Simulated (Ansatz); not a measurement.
# BeZn3Se4: the cost of one run

Program: Ansatz 0.2.0. Level of theory: DFT PBE, scalar-relativistic, plane waves, PAW. These are calculated values, not measurements.

## 1. The structure to begin with

Symmetry: Pmm2, No. 25, orthorhombic system. The conventional cell has a = 3.872 Å, b = 7.745 Å, c = 5.476 Å, α = 90.00°, β = 90.00°, γ = 90.00°. Around Be (site symmetry mm2) lie 4 Se at 2.37 Å. Zn (site symmetry mm2) is surrounded by 4 Se at 2.37 Å. Around Zn (site symmetry m) lie 4 Se at 2.37 Å. Se (site symmetry m) is surrounded by 3 Zn at 2.37 Å and 1 Be at 2.37 Å. Se (site symmetry mm2) is surrounded by 4 Zn at 2.37 Å. Se (site symmetry mm2) is surrounded by 2 Be at 2.37 Å and 2 Zn at 2.37 Å.

Structure file:

```cif
data_structure
_symmetry_space_group_name_H-M 'Pmm2'
_symmetry_Int_Tables_number 25
_cell_length_a 3.8724
_cell_length_b 7.7448
_cell_length_c 5.4764
_cell_angle_alpha 90.000
_cell_angle_beta 90.000
_cell_angle_gamma 90.000
_cell_volume 164.25
loop_
_atom_site_label
_atom_site_type_symbol
_atom_site_symmetry_multiplicity
_atom_site_Wyckoff_symbol
_atom_site_fract_x
_atom_site_fract_y
_atom_site_fract_z
_atom_site_occupancy
Be1 Be 1 b 0.00000 0.50000 0.00000 1
Zn1 Zn 1 a 0.00000 0.00000 0.00000 1
Zn2 Zn 2 h 0.50000 0.75000 0.50000 1
Se1 Se 2 g 0.00000 0.25000 0.25000 1
Se2 Se 1 c 0.50000 0.00000 0.75000 1
Se3 Se 1 d 0.50000 0.50000 0.75000 1
```

The start is an ordering of an alloy on its end members' structure types: elements ordered on the sites of the BeSe type, Be/Zn on Be (Pmm2, No. 25).

## 2. The guess as it stands, on a coarse mesh

input.yaml reads:

```yaml
crystal:
  lattice:
    - [3.87242436, 0.0, 0.0]
    - [0.0, 7.74484873, 0.0]
    - [0.0, 0.0, 5.47643505]
  atoms:
    - { symbol: Be, position: [0.0, 0.5, 0.0] }
    - { symbol: Zn, position: [0.0, 0.0, 0.0] }
    - { symbol: Zn, position: [0.5, 0.75, 0.5] }
    - { symbol: Zn, position: [0.5, 0.25, 0.5] }
    - { symbol: Se, position: [0.0, 0.25, 0.25] }
    - { symbol: Se, position: [0.0, 0.75, 0.25] }
    - { symbol: Se, position: [0.5, 0.0, 0.75] }
    - { symbol: Se, position: [0.5, 0.5, 0.75] }
basis:
  ecutwfc: 420
kpoints:
  mp_grid: { grid: [4, 2, 4] }
hamiltonian:
  xc: pbe
scf:
  occupations: { method: gaussian, width: 0.1 }
  lower_state_search: "off"
output:
  forces: true
  stress: true
  eigenvalues: true
```

The run is started by

```
$ ansatz run input.yaml --threads 1 --pin off --max-ram 2560MiB --backend cpu --events-out ev --progress --plain --runs-dir out
```

Q: Estimate wall time and peak memory on 1 thread of AMD EPYC (Zen 3), shared host.

About 27 s, with a peak of 0.47 GiB.
